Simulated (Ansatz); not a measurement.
# MnO2 (Fd-3m) in Ansatz: reference runs

Reference runs on MnO2: the cell as given and a disturbed copy.

Program: Ansatz 0.2.0. These are calculated values, not measurements. Logs are shortened: lines on timing, memory, paths and dates and some standing lists are left out, and cuts for length are marked.

### Step 1. The crystal as given

Symmetry: Fd-3m, No. 227, cubic system. Conventional cell: a = 8.040 Å, b = 8.040 Å, c = 8.040 Å, α = 90.00°, β = 90.00°, γ = 90.00°. Mn (site symmetry -3m) is surrounded by 6 O at 1.90 Å. Around O (site symmetry 3m) lie 3 Mn at 1.90 Å.

The cell is a database's computed one.

### Step 2. Single point, PBEsol, collinear spin, ferromagnetic start

Input file input.yaml:

```yaml
crystal:
  lattice:
    - [0.0, 4.0199925062, 4.0199925062]
    - [4.0199925062, 0.0, 4.0199925062]
    - [4.0199925062, 4.0199925062, 0.0]
  atoms:
    - { symbol: Mn, position: [0.125, 0.125, 0.125], spin: 4.0 }
    - { symbol: Mn, position: [0.125, 0.125, 0.625], spin: 4.0 }
    - { symbol: Mn, position: [0.625, 0.125, 0.125], spin: 4.0 }
    - { symbol: Mn, position: [0.125, 0.625, 0.125], spin: 4.0 }
    - { symbol: O, position: [0.3609537633, 0.3609537633, 0.3609537633] }
    - { symbol: O, position: [0.3609537633, 0.3609537633, 0.91713871] }
    - { symbol: O, position: [0.91713871, 0.3609537633, 0.3609537633] }
    - { symbol: O, position: [0.3609537633, 0.91713871, 0.3609537633] }
    - { symbol: O, position: [0.8890462367, 0.8890462367, 0.33286129] }
    - { symbol: O, position: [0.8890462367, 0.8890462367, 0.8890462367] }
    - { symbol: O, position: [0.8890462367, 0.33286129, 0.8890462367] }
    - { symbol: O, position: [0.33286129, 0.8890462367, 0.8890462367] }
hamiltonian:
  xc: pbesol
  pseudopotentials: { kind: paw }
magnetization:
  spin_polarized: true
kpoints:
  mp_grid: { grid: [6, 6, 6] }
scf:
  occupations: { method: fermi_dirac, width: 0.05 }
output:
  forces: true
  stress: true
  eigenvalues: true
  write_density: true
  write_potential: true
  elf: true
  volumetric_format: npy
```

Potentials or basis: Ansatz PAW.

The run is started by

```
$ ansatz run input.yaml --threads 4 --pin off --max-ram 11264MiB --backend cpu --events-out ev --progress --plain --runs-dir out
```

What it wrote:

```text
Warning: RAYON_NUM_THREADS=4 ignored (pool sized by the plan → 4); use --threads N
Engine: ansatz 0.2.0, aarch64-unknown-linux-gnu
Pseudopotentials: kind: paw
Pseudopotential: Mn, paw, valence charge 15, recommended cutoff 420 eV (normal), Mn.paw.azcp
Pseudopotential: O, paw, valence charge 6, recommended cutoff 420 eV (normal), O.paw.azcp
Functional definition: PBEsol
  exchange = pbesol_x
  correlation = pbesol_c
Crystal: 12 atoms, lattice volume = 129.929 Å³
Basis set: ecut = 420 eV, 2637 PW (Γ), exchange–correlation on 80×80×80 points (8 copies of the dense FFT grid, shifted against one another)
Bands: 75, of which v1, the nominal top of the filled ones, is band 54 counted from 1 (53 counted from 0)
Symmetry: 48 space group operations
Space group: Fd-3m (ITA 227), of the structure as read, at distance tolerance 5.1e-5 Å
Magnetic group: BNS 227.128 (UNI 1630), of the structure as read, at distance tolerance 5.1e-5 Å
k-points: 16 of 216
Non-local potential: Mn, projectors of the file, l = 0: 3, l = 1: 2, l = 2: 3, l = 3: 1
Non-local potential: O, projectors of the file, l = 0: 2, l = 1: 2, l = 2: 1
PAW form: soft (Blöchl's): semilocal exchange-correlation on the pseudo side does not see the compensation charge
PAW frozen core: Mn, regenerated for the run's functional, and the local potential with it (the file was generated under x = pbe(κ = 0.804, μ = 0.2195149727645171), c = pbe(β = 0.06672455060314922))
PAW frozen core: O, regenerated for the run's functional, and the local potential with it (the file was generated under x = pbe(κ = 0.804, μ = 0.2195149727645171), c = pbe(β = 0.06672455060314922))
PAW one-centre angular grid: Mn, 590 points (default); XC on 64 Gauss nodes
PAW one-centre angular grid: O, 110 points (default); XC on 64 Gauss nodes
Initial density: superposition of atomic densities (chi_scale 0.1, normalization cell, long waves kept (reshape's long-wave potential 0.13 eV rms))
Starting moments: Σ|m| = 16 μB on 4 of 12 sites
Initial wavefunctions: pseudopotential atomic-orbital guess
Functional: x = pbesol(κ = 0.804, μ = 0.12345679012345678), c = pbesol(β = 0.046)
SCF iter   1: F=—  HF=-19961.035867 eV  |F-HF|=—  |Δ(HF+E_count)|=         —  Δρ=8.10e-2 (↑4.76e-2 ↓8.10e-2)  dr2=1.46e1  dr2_m=2.37e0  M=11.994 μB ∫|m|=12.428 μB  β_m=0.30  ethr=3.10e-3  ⟨swp⟩=6.4  Hψ=9386  notcnv=0  defer=2
Mixer restart at iter 1: flushing history
preconditioner: auto → Resta (q_TF=auto, 2.646 Å⁻¹)  ε∞=6.7  [insulator: Δε(μ)=0.312 eV  Ē_g=11.889 eV  σ=0.050 eV  W_gap=0.74  n_scr=50 (ndim 8)  ℏωp=28.4 eV  f_vac=0.089  D(μ)=0.11/eV (n_scr^D=0)  ε∞_Penn≈6.7]
spin=Collinear: Resta preconditioning applied to the charge; magnetization (m = ρ↑ − ρ↓) channel mixes plain (no charge-response kernel on spin).
SCF iter   2: F=—  HF=-19961.799265 eV  |F-HF|=—  |Δ(HF+E_count)|=   7.63e-1  Δρ=4.66e-2 (↑3.80e-2 ↓4.66e-2)  dr2=4.09e0  dr2_m=1.52e0  M=11.997 μB ∫|m|=12.320 μB  β_m=0.47  ethr=3.10e-3  ⟨swp⟩=3.8  Hψ=4837  notcnv=0  defer=278
SCF iter   3: F=—  HF=-19961.410014 eV  |F-HF|=—  |Δ(HF+E_count)|=   3.89e-1  Δρ=2.40e-2 (↑1.30e-2 ↓2.40e-2)  dr2=1.72e0  dr2_m=2.38e-1  M=11.996 μB ∫|m|=12.170 μB  β_m=0.54  ethr=3.10e-3  ⟨swp⟩=2.4  Hψ=3464  notcnv=0  defer=278
SCF iter   4: F=—  HF=-19961.207780 eV  |F-HF|=—  |Δ(HF+E_count)|=   2.02e-1  Δρ=6.36e-3 (↑6.36e-3 ↓4.12e-3)  dr2=1.29e-1  dr2_m=9.04e-3  M=11.996 μB ∫|m|=12.108 μB  β_m=0.77  ethr=1.59e-3  ⟨swp⟩=2.2  Hψ=3738  notcnv=0  defer=278
SCF iter   5: F=—  HF=-19961.251638 eV  |F-HF|=—  |Δ(HF+E_count)|=   4.39e-2  Δρ=2.38e-3 (↑1.25e-3 ↓2.38e-3)  dr2=1.45e-2  dr2_m=7.22e-4  M=11.997 μB ∫|m|=12.104 μB  β_m=0.84  ethr=1.19e-4  ⟨swp⟩=3.1  Hψ=4372  notcnv=0  defer=284
SCF iter   6: F=—  HF=-19961.260185 eV  |F-HF|=—  |Δ(HF+E_count)|=   8.55e-3  Δρ=9.74e-4 (↑9.74e-4 ↓4.82e-4)  dr2=2.21e-3  dr2_m=2.00e-4  M=11.997 μB ∫|m|=12.107 μB  β_m=0.92  ethr=1.34e-5  ⟨swp⟩=2.0  Hψ=4376  notcnv=0  defer=284
SCF iter   7: F=—  HF=-19961.261890 eV  |F-HF|=—  |Δ(HF+E_count)|=   1.71e-3  Δρ=4.33e-4 (↑3.40e-4 ↓4.33e-4)  dr2=9.10e-4  dr2_m=7.31e-6  M=11.997 μB ∫|m|=12.107 μB  β_m=0.92  ethr=2.04e-6  ⟨swp⟩=2.0  Hψ=3523  notcnv=0  defer=284
SCF iter   8: F=—  HF=-19961.262100 eV  |F-HF|=—  |Δ(HF+E_count)|=   2.10e-4  Δρ=9.16e-5 (↑9.16e-5 ↓8.22e-5)  dr2=4.45e-5  dr2_m=4.71e-7  M=11.997 μB ∫|m|=12.107 μB  β_m=0.96  ethr=8.42e-7  ⟨swp⟩=2.0  Hψ=3301  notcnv=0  defer=284
SCF iter   9: F=—  HF=-19961.262154 eV  |F-HF|=—  |Δ(HF+E_count)|=   5.40e-5  Δρ=2.62e-5 (↑1.78e-5 ↓2.62e-5)  dr2=2.10e-6  dr2_m=3.13e-8  M=11.997 μB ∫|m|=12.107 μB  β_m=0.98  ethr=4.12e-8  ⟨swp⟩=2.0  Hψ=3492  notcnv=0  defer=284
SCF iter  10: F=—  HF=-19961.262155 eV  |F-HF|=—  |Δ(HF+E_count)|=   9.56e-7  Δρ=6.25e-6 (↑6.25e-6 ↓3.18e-6)  dr2=7.88e-8  dr2_m=5.52e-9  M=11.997 μB ∫|m|=12.107 μB  β_m=0.99  ethr=1.95e-9  ⟨swp⟩=2.0  Hψ=3338  notcnv=0  defer=284
SCF iter  11: F=-19961.262155 eV  HF=-19961.262155 eV  |F-HF|=7.52e-8  |Δ(HF+E_count)|=   6.30e-8  Δρ=4.92e-6 (↑3.72e-6 ↓4.92e-6)  dr2=9.29e-8  dr2_m=6.80e-10  M=11.997 μB ∫|m|=12.107 μB  ethr=7.29e-11  ⟨swp⟩=15.2  Hψ=17652  notcnv=0
SCF 1 converged in 11 iterations: F = -19961.262155 eV  dr2 = 9.29e-8
SCF converged after 11 iterations
Magnetization: 11.9968 μB (59.9984 up, 48.0016 down)
Absolute magnetization: 12.1102 μB (∫|ρ↑−ρ↓|, with the PAW one-centre terms)
Spin contamination: 0.1427 ħ² per cell (⟨S²⟩ above its minimum at these occupations)
Per-site moments (μB) at R_I (Å): [(2.475655865318143, 0.7853074438365031), (2.475655865318139, 0.7853074438365031), (2.47565586531814, 0.7853074438365031), (2.475655865318138, 0.7853074438365031), (0.057165549227532614, 0.7853074438365031), (0.05716554922753251, 0.7853074438365031), (0.057165549227532426, 0.7853074438365031), (0.057165549227532565, 0.7853074438365031), (0.05716554922753266, 0.7853074438365031), (0.057165549227532274, 0.7853074438365032), (0.0571655492275326, 0.7853074438365031), (0.05716554922753253, 0.7853074438365031)]
Free energy (F): -19961.262155 eV
Harris-Foulkes:  -19961.262155 eV  (|F-HF|=7.52e-8)
Internal energy: -19961.261240 eV  (E = F + TS)
E sigma→0 (E₀):  -19961.261698 eV
Entropy (-TS):   -0.000914 eV (-0.076 meV/atom)
Fermi energy:    7.862993 eV
--- Per-component energies (eV) ---
  E_band       = -1450.286682
  E_kinetic    = 2592.448288
  E_local      = -14303.581838  (includes V_loc(G=0)·N_el)
  E_nonlocal   = 1341.923771
  E_hartree    = 5838.767539
  E_xc         = -1031.218389
  E_vxc        = -1324.112156  (∫ρ·V_xc dr)
  E_paw        = -6277.400497  (= ΣΔE_a)
  E_vpaw       = -1434.491163  (= ΣTr[D̂ρ^β])
  E_aug_tail   = 0.019176  (compensation charges beyond the density's cutoff)
  E_ewald      = -8123.180193
  E_core_change = 0.960904  (= ΣΔE_core)
  E_smearing   = -0.000914  (= −TS)
  E_closure    = -0.000000  (closes the sum)
  Σ components = -19961.262155   (vs F -19961.262155, Δ=0.00e0)
--- Forces (eV/Å), atoms counted from 1 ---
  atom   1  Mn     0.00000000    -0.00000000     0.00000000
  atom   2  Mn     0.00000000    -0.00000000    -0.00000000
  atom   3  Mn     0.00000000    -0.00000000    -0.00000000
  atom   4  Mn     0.00000000    -0.00000000     0.00000000
  atom   5  O     -0.08715835    -0.08715835    -0.08715835
  atom   6  O      0.08715835     0.08715835    -0.08715835
  atom   7  O     -0.08715835     0.08715835     0.08715835
  atom   8  O      0.08715835    -0.08715835     0.08715835
  atom   9  O     -0.08715835    -0.08715835     0.08715835
  atom  10  O      0.08715835     0.08715835     0.08715835
  atom  11  O     -0.08715835     0.08715835    -0.08715835
  atom  12  O      0.08715835    -0.08715835    -0.08715835
  max |Σ_I F_I| component: 6.94e-17 eV/Å
--- Stress (GPa, compression-positive) ---
       -2.160227       0.000000       0.000000
        0.000000      -2.160227       0.000000
       -0.000000       0.000000      -2.160227
  P = ⅓ Tr σ = -2.1602 GPa (-21.602 kbar)
--- Band table (eV; the first three rows and the last of 32) ---
  k-point 0 ↑: bands = ["-73.4282", "-73.4080", "-73.4080", "-73.4080", "-42.4009", "-42.2992", "-42.2992", "-42.2992", "-42.2558", "-42.2558", "-42.1993", "-42.1993", "-42.1993", "-42.1901", "-42.1901", "-42.1901", "-11.7834", "-10.1942", "-10.1007", "-10.1007", "-10.1007", "-9.6410", "-9.6410", "-9.6410", "0.5568", "1.0733", "1.0733", "1.0733", "1.7644", "1.7644", "2.7295", "2.7295", "2.7295", "2.7300", "2.7300", "3.2107", "4.0470", "4.0470", "4.0470", "5.0754", "5.0754", "5.1812", "5.1812", "5.1812", "5.3679", "5.3679", "5.3679", "6.1574", "6.1574", "6.1574", "6.1946", "6.1946", "6.1946", "6.6568", "6.6568", "6.6568", "6.9038", "6.9038", "6.9038", "7.4159", "10.1850", "10.1850", "10.1850", "10.6122", "10.6122", "10.6122", "10.7336", "10.7336", "14.8640", "18.1584", "18.1584", "18.1584", "19.7910", "20.1168", "20.1168"]
  k-point 1 ↑: bands = ["-73.4272", "-73.4090", "-73.4080", "-73.4080", "-42.3926", "-42.2970", "-42.2953", "-42.2953", "-42.2544", "-42.2544", "-42.2036", "-42.2036", "-42.2008", "-42.1993", "-42.1912", "-42.1912", "-11.7089", "-10.3052", "-10.0820", "-10.0820", "-10.0562", "-9.6814", "-9.6624", "-9.6624", "0.6929", "1.1897", "1.1897", "1.2726", "1.7888", "1.7888", "2.5924", "2.5924", "2.6996", "2.7591", "2.7591", "3.0937", "4.0170", "4.1193", "4.1193", "4.5626", "4.5626", "4.8970", "5.1262", "5.1262", "5.4363", "5.6068", "5.6068", "5.9242", "6.1946", "6.2168", "6.2168", "6.3608", "6.3608", "6.6799", "6.7082", "6.7082", "6.9815", "6.9815", "7.0817", "7.4428", "10.1166", "10.1166", "10.1202", "10.4815", "10.4815", "10.5549", "10.6681", "10.6681", "15.2128", "18.1189", "18.4787", "18.4787", "19.7157", "20.2070", "20.2070"]
  k-point 2 ↑: bands = ["-73.4247", "-73.4114", "-73.4080", "-73.4080", "-42.3743", "-42.2880", "-42.2870", "-42.2870", "-42.2485", "-42.2485", "-42.2287", "-42.2170", "-42.2170", "-42.1993", "-42.1920", "-42.1920", "-11.5203", "-10.5271", "-10.0377", "-10.0377", "-10.0149", "-9.7529", "-9.7123", "-9.7123", "1.0271", "1.4711", "1.4711", "1.7936", "1.8542", "1.8542", "2.3544", "2.3544", "2.6426", "2.7446", "2.8446", "2.8446", "3.7119", "3.7119", "3.8749", "4.4349", "4.4718", "4.4718", "4.8988", "4.8988", "5.4528", "5.5716", "5.7479", "5.7479", "6.1946", "6.3852", "6.3852", "6.5503", "6.5503", "6.8614", "6.8614", "6.8892", "7.1451", "7.1451", "7.2036", "7.4901", "9.9733", "9.9733", "9.9956", "10.1365", "10.1365", "10.4370", "10.6137", "10.6137", "16.0749", "17.8005", "19.1904", "19.1904", "20.0610", "20.4675", "20.4675"]
  k-point 15 ↓: bands = ["-70.2704", "-70.2704", "-70.2589", "-70.2589", "-39.3625", "-39.3625", "-39.2620", "-39.2620", "-39.1386", "-39.1386", "-39.1201", "-39.1201", "-39.1004", "-39.1004", "-39.0845", "-39.0845", "-10.8403", "-10.8403", "-9.8418", "-9.8418", "-9.7057", "-9.7057", "-9.6505", "-9.6505", "2.4292", "2.4292", "2.6658", "2.6658", "2.8295", "2.8295", "2.9487", "2.9487", "3.3232", "3.3232", "3.7440", "3.7440", "3.9044", "3.9044", "4.3044", "4.3044", "4.9630", "4.9630", "5.6520", "5.6520", "6.0252", "6.0252", "6.2213", "6.2213", "9.1144", "9.1144", "9.2594", "9.2594", "9.4951", "9.4951", "9.7460", "9.7460", "9.9157", "9.9157", "10.0155", "10.0155", "11.1363", "11.1363", "11.4073", "11.4073", "11.5719", "11.5719", "11.7850", "11.7850", "18.4528", "18.4528", "19.1730", "19.1730", "20.9688", "20.9688", "22.1679"]
```

Run time: 11 s. Hardware: 4 threads of Arm Neoverse V1, shared host; peak memory 0.69 GiB.

What came out:

* Free energy: -19961.2622 eV
* Pressure: -2.2 GPa
* Largest force: 0.151 eV/Å
* Band gap on the k mesh: 0.39 eV, indirect (least direct gap 0.54 eV)
* Net moment: 12.00 μB per cell
* Absolute moment: 12.11 μB per cell
* Site moments: Mn +2.48; O +0.06 μB

Forces in eV/Å, atoms in the order of the input:
```
Mn   0.000  0.000  0.000
Mn   0.000  0.000  0.000
Mn   0.000  0.000  0.000
Mn   0.000  0.000  0.000
O   -0.087 -0.087 -0.087
O    0.087  0.087 -0.087
O   -0.087  0.087  0.087
O    0.087 -0.087  0.087
O   -0.087 -0.087  0.087
O    0.087  0.087  0.087
O   -0.087  0.087 -0.087
O    0.087 -0.087 -0.087
```

Caveat: the pressure holds a Pulay correction of +0.8 GPa for the finite cutoff; only a ferromagnetic start was run, and an antiferromagnetic order may lie lower in energy; the PAW data sets come from PBE, with cores solved anew for the run's functional, which leaves a small shift of forces and pressure.

(Continued in part 2 of 2.)
